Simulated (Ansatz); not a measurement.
Predict the output of the script below (the Python package of Ansatz (0.2.0)).

The script, `ch5alos2_spin.py`:
```python
"""Vertical spin-state energies of CH5AlOS2."""

import ansatz as az
from ase import Atoms

atoms = Atoms(["C", "O", "Al", "S", "S", "H", "H", "H", "H", "H"], positions=[
    (0.0533, 1.0573, 1.2432),
    (0.5887, 1.3408, -0.0213),
    (0.3264, -0.1374, -1.1229),
    (1.9662, -1.7967, -1.0953),
    (-1.4959, -0.3242, -2.4129),
    (0.1534, 2.0137, 1.8674),
    (-1.0654, 0.9406, 1.1416),
    (0.5287, 0.2598, 1.7394),
    (1.2332, -2.4502, 0.002),
    (-2.2055, -0.9548, -1.3383),
])
ch5alos2 = az.Crystal.molecule_from_ase(atoms)

model = ch5alos2.calculation().basis(gaussian="6-31G*").functional("R2SCAN0").scf(lower_state_search="light")
found = {}
for unpaired in [0, 2]:
    summary = model.spin("collinear", total=unpaired).run(threads=1).report
    s = unpaired / 2
    found[unpaired] = summary["free_energy_ev"]
    print(f"2S+1 = {unpaired + 1}: E = {found[unpaired]:.5f} eV, <S^2> = {abs(summary['mean_field']['state']['spin_squared']):.3f} (pure state {s * (s + 1):.2f})")
lowest = min(found, key=found.get)
for unpaired, e in found.items():
    print(f"multiplicity {unpaired + 1}: {23.060548 * (e - found[lowest]):.1f} kcal/mol above the lowest")
```

```console
$ python ch5alos2_spin.py
2S+1 = 1: E = -31429.13064 eV, <S^2> = 0.000 (pure state 0.00)
2S+1 = 3: E = -31425.00329 eV, <S^2> = 2.015 (pure state 2.00)
multiplicity 1: 0.0 kcal/mol above the lowest
multiplicity 3: 95.2 kcal/mol above the lowest
```

In order: multiplicity 1 (+0.00 eV) and multiplicity 3 (+4.13 eV), all at the one geometry.

Caveats:
- The settings weren't tested for convergence.
- The geometry is a force-field or estimated start, not a minimum of this method, and the basis set is short of its limit. All parts are taken at fixed geometry, without zero-point energy.
- The whole script took 72 s on 1 thread of Arm Neoverse V1 (shared host), peak memory 0.44 GiB.

(Lines on the test bed's own set-up are left out of the output.)
